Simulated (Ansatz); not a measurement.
**FH3O2Si: how energies converge with the basis set**

How large a basis does FH3O2Si need? Two functionals and correlated methods are run in growing sets.

Program: Ansatz 0.2.0, Gaussian basis. Level of theory: one geometry, several basis sets. These are calculated values, not measurements.

The runs, in order: PBE0-D4/def2-SVP; ωB97M-V/def2-SVP; PBE0-D4/def2-QZVPP; ωB97M-V/def2-QZVPP; CCSD(T)/cc-pV(D+d)Z; CCSD(T)/cc-pV(T+d)Z; CCSD(T)/cc-pV(Q+d)Z; the functionals' def2-TZVPP values are taken from earlier runs.

### 1 The geometry

An earlier PBE0-D4 in a triple-zeta def2 set relaxation fixed the geometry.

SMILES `O[SiH](O)F`, 7 atoms, charge 0, spin multiplicity 1.

Atoms are counted from 1 here; the program's logs count them from 0.

Bond lengths: O1–Si2 1.630 Å, O1–H5 0.958 Å, Si2–O3 1.619 Å, Si2–F4 1.595 Å, Si2–H6 1.469 Å, O3–H7 0.959 Å. Angles: Si2–O1–H5 118.6°, O1–Si2–O3 108.7°, O1–Si2–F4 107.7°, O1–Si2–H6 114.3°, O3–Si2–F4 111.7°, O3–Si2–H6 107.5°, F4–Si2–H6 107.0°, Si2–O3–H7 118.7°.

### 2 PBE0-D4 in def2-SVP

Input file in.yaml:

```yaml
crystal:
  periodic: [false, false, false]
  atoms:
    - {symbol: O, position_ang: [-0.161784, 0.466473, -1.268363]}
    - {symbol: Si, position_ang: [-0.169538, -0.308687, 0.165146]}
    - {symbol: O, position_ang: [1.328656, -0.281040, 0.778147]}
    - {symbol: F, position_ang: [-1.210617, 0.437415, 1.115612]}
    - {symbol: H, position_ang: [-0.987957, 0.815894, -1.604595]}
    - {symbol: H, position_ang: [-0.589012, -1.714177, 0.089972]}
    - {symbol: H, position_ang: [1.851552, 0.516122, 0.678280]}
basis:
  gaussian: {orbitals: def2-SVP}
hamiltonian: {xc: pbe0, dispersion: d4}
output: {orbitals: {seedname: orbitals}}
```

Command:

```console
$ ansatz run in.yaml --threads 2 --pin off --events-out ev --progress --plain --max-ram 31744MiB --backend cpu
```

The runs that follow: ωB97M-V in def2-SVP; PBE0-D4 in def2-QZVPP; ωB97M-V in def2-QZVPP; CCSD(T) in cc-pV(D+d)Z; CCSD(T) in cc-pV(T+d)Z; CCSD(T) in cc-pV(Q+d)Z.

Q: Predict the results of all the runs planned. Wanted: MP2 correlation recovered, cc-pV(D+d)Z; MP2 correlation recovered, cc-pV(T+d)Z; MP2 correlation recovered, cc-pV(Q+d)Z; CCSD(T) limit from def2 sets; PBE0-D4: double and triple zeta above quadruple; ωB97M-V: double and triple zeta above quadruple.

As calculated:

| quantity | value |
| --- | --- |
| MP2 correlation recovered, cc-pV(D+d)Z | 67.2 % |
| MP2 correlation recovered, cc-pV(T+d)Z | 87.2 % |
| MP2 correlation recovered, cc-pV(Q+d)Z | 94.7 % |
| CCSD(T) limit from def2 sets (earlier runs) less the limit of this series | 9 meV |
| PBE0-D4: double and triple zeta above quadruple | 12.65, 0.69 eV |
| ωB97M-V: double and triple zeta above quadruple | 12.78, 0.65 eV |

**Reading.** PBE0-D4 gains 11.95 eV from double to triple zeta, then 0.69 eV more. Correlation climbs from 67 % (cc-pV(D+d)Z) to 95 % (cc-pV(Q+d)Z) of the limit; Hartree-Fock is 0.227 eV from its own by then. A limit from the def2 sets, made apart, differs by 9 meV, a least measure of the doubt on such a limit. Total energies overstate the basis error of differences, where much of it tends to cancel. The LUMO of ωB97M-V is positive and keeps falling with the basis (3.00 to 1.55 eV): an unbound level that the basis holds in place.
